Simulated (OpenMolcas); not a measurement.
**Os⁵⁺ among point charges: CASSCF and CASPT2 levels and susceptibility**

How does a field of 4 point charges split the states of Os⁵⁺, and what χT follows?

Program: OpenMolcas 26.06. Level of theory: state-averaged CASSCF and CASPT2, spin-orbit coupling by RASSI with atomic mean-field integrals. These are calculated values, not measurements, unless marked.

### 1 The system

* Species: Os⁵⁺ (osmium, Z = 76, 71 electrons)
* Basis: ANO-RCC-VDZP [7s6p4d2f1g], 68 functions
* Scalar Hamiltonian: DKH2, point nucleus
* Inactive shells: 1s 2s 2p 3s 3p 3d 4s 4p 4d 4f 5s 5p
* Active space: 3 electrons in 5 orbitals (5d)
* Some configurations of this space: 5d³
* Orbitals: optimised for each spin and parity, averaged over all roots

Outer shells as boxes (Hund's rule):

5d3
```
5d [↑ ][↑ ][↑ ][  ][  ]
```

The ion sits among 4 point charges of -2 e arranged as a tetrahedron (Td), 1.93 Å from the ion.

Each step is its own input file, run in one work folder so that later steps find the files of earlier ones. Only the result sections of each output are shown. Labels, J, g values, rates, χT and fits are worked out afterwards by a script from the matrices that RASSI stores.

### 2 Basis and integrals

File a.inp:

```
&GATEWAY
Coord
1

Os 0.0 0.0 0.0
Basis=ANO-RCC-VDZP
Group=NoSym
NoMove
AngMom=0.0 0.0 0.0
AMFI
XField
4 Angstrom 0
1.114286 1.114286 1.114286 -2.000000
1.114286 -1.114286 -1.114286 -2.000000
-1.114286 1.114286 -1.114286 -2.000000
-1.114286 -1.114286 1.114286 -2.000000
&SEWARD
```

Launch:

```sh
$ OMP_NUM_THREADS=1 MOLCAS_MEM=1689 MOLCAS_PROJECT=a pymolcas a.inp > a.log
```

### 3 CASSCF: quartets, 10 roots

File a.inp:

```
&RASSCF
FileOrb=start.orb
Symmetry=1
Spin=4
nActEl=3 0 0
Inactive=34
Ras2=5
CIRoot=10 10 1
SDav=10
CIMx=300
Iter=120 100
PrWF=0.3
OrbListing=Nothing
MaxOrb=0
>>> COPY $Project.JobIph JOB001
```

start.orb holds the contracted functions of the basis, ordered by shell, or the orbitals of the step before.

### 4 Reference wave functions, doublets, 40 roots

File a.inp:

```
&RASSCF
FileOrb=start.orb
Symmetry=1
Spin=2
nActEl=3 0 0
Inactive=34
Ras2=5
CIRoot=40 40 1
SDav=40
CIMx=300
Iter=120 100
PrWF=0.3
OrbListing=Nothing
MaxOrb=0
>>> COPY $Project.JobIph JOB002
```

### 5 RASSI: spin-orbit coupling between the states

File a.inp:

```
&RASSI
NrOfJobIphs=2 10 40
1 2 3 4 5 6 7 8 9 10
1 2 3 4 5 6 7 8 9 10 11 12 13 14 15 16 17 18 19 20 21 22 23 24 25 26 27
28 29 30 31 32 33 34 35 36 37 38 39 40
IphNames
JOB001
JOB002
EJob
SpinOrbit
DIPRint=1.0
SOCoupling=1000.0
Subsets=2
Property=9
'ANGMOM' 1 'ANGMOM' 2 'ANGMOM' 3 'MLTPL  1' 1 'MLTPL  1' 2 'MLTPL  1' 3
'AMFI' 1 'AMFI' 2 'AMFI' 3
SOProperty=3
'ANGMOM' 1 'ANGMOM' 2 'ANGMOM' 3
```

### 6 CASPT2: IPEA 0.25, imaginary shift 0.1 (closed shells correlated: 4f 5s 5p)

File a.inp:

```
>>> COPY JOB001 $Project.JobIph
&CASPT2
Multistate=10 1 2 3 4 5 6 7 8 9 10
NoMult
Frozen=23
IPEA=0.25
Imaginary=0.1
MaxIter=60
WThr=0.0 0.3 0.05
PrWF=0.5
NoMix
>>> COPY JOB002 $Project.JobIph
&CASPT2
Multistate=40 1 2 3 4 5 6 7 8 9 10 11 12 13 14 15 16 17 18 19 20 21 22
23 24 25 26 27 28 29 30 31 32 33 34 35 36 37 38 39 40
NoMult
Frozen=23
IPEA=0.25
Imaginary=0.1
MaxIter=60
WThr=0.0 0.3 0.05
PrWF=0.5
NoMix
```

(Steps that only read results are left out.)

Before running it: what results should come out? Wanted: spin-free ground state; first state of the same spin within the active space; lowest level; next level.

As calculated:

| quantity | value |
| --- | --- |
| method | SS-CASPT2, IPEA 0.25, imaginary shift 0.1 (closed shells correlated: 4f 5s 5p) |
| spin-free ground state | 4T1, 3-fold in its orbital part |
| first state of the same spin within the active space | 4T2 at 3540 cm⁻¹ |
| lowest level | 4-fold Γ8 |
| next level | 6170.1 cm⁻¹ |
| χT at 300 K | 0.12 cm³ K/mol |
| effective moment at 300 K | 0.98 μB |

Cost by method:

| method | time of its own steps | time with the reference |
| --- | --- | --- |
| A. CASSCF | 8.6 s | 8.6 s |
| B. SS-CASPT2, IPEA 0.25, imaginary shift 0.1, +4f 5s 5p | 11 s | 20 s |

Times are of one thread on a shared host.

In words: The spin-free ground state (4T1) comes to 99 % from free-ion F terms and keeps the highest spin of the shell. χT at 300 K is 0.12, against 1.88 cm³ K/mol for the spin alone, so orbital moment, zero-field splitting or mixing of spin states lowers it. A ligand-field fit to the states below 45000 cm-1 gives 10Dq = -4200 cm-1, B = 778 cm-1 and C = 3508 cm-1 (C/B = 4.51), with a deviation of 287 cm-1. CASPT2 does not keep the components of a term degenerate, and the means are used. Point charges leave out covalency, so the field and the spin state can differ from those of real complexes. This is an electrostatic model: the charges have no orbitals.
